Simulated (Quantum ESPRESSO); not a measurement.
Wanted: the native input for a Quantum ESPRESSO 7.5 run.

```
Task                : single point
Functional          : PBE
Potentials or basis : GBRV 1.5 PBE
Cutoff              : 612 eV
Density cutoff      : 4898 eV
k mesh              : 18 × 18 × 11
Occupations         : methfessel-paxton, width 0.1 eV
Spin                : no spin polarisation
Mixing beta         : 0.5
Most SCF iterations : 120
SCF threshold       : 4e-10 Ry
```

Ru:

```xyz
2
Lattice="2.6950 0.0000 0.0000 -1.3475 2.3340 0.0000 0.0000 0.0000 4.2051" Properties=species:S:1:pos:R:3 pbc="T T T"
Ru    0.0000    1.5560    1.0513
Ru    1.3475    0.7780    3.1538
```

The cell was built by a generator and needn't be a form met in nature.

One way to write it, as run:

pw.in

```
&CONTROL
  calculation = 'scf'
  prefix = 'pwscf'
  outdir = './tmp'
  pseudo_dir = './pseudo'
  tprnfor = .true.
  tstress = .true.
  disk_io = 'nowf'
/
&SYSTEM
  ibrav = 0
  nat = 2
  ntyp = 1
  ecutwfc = 45
  ecutrho = 360
  nbnd = 24
  occupations = 'smearing'
  smearing = 'mp'
  degauss = 0.00734986
/
&ELECTRONS
  conv_thr = 4d-10
  electron_maxstep = 120
  mixing_beta = 0.5
/
ATOMIC_SPECIES
Ru   101.0700 ru_pbe_v1.2.uspp.F.UPF
CELL_PARAMETERS angstrom
   2.6950136400    0.0000000000    0.0000000000
  -1.3475068200    2.3339502758    0.0000000000
   0.0000000000    0.0000000000    4.2050800000
ATOMIC_POSITIONS crystal
Ru     0.3333333333    0.6666666667    0.2500000000
Ru     0.6666666667    0.3333333333    0.7500000000
K_POINTS automatic
18 18 11 0 0 0
```

Potentials or basis: GBRV 1.5 PBE.

Launch:

```console
$ OMP_NUM_THREADS=1 pw.x -in pw.in > pw.out
```

Results of the run:

```
Pressure               : 13.4 GPa
Band gap on the k mesh : none (metal or under the smearing width)
```

Run time: 85 s on 1 thread of Intel(R) Xeon(R) Platinum 8488C (Sapphire Rapids), on a shared host, peak memory 0.18 GiB.
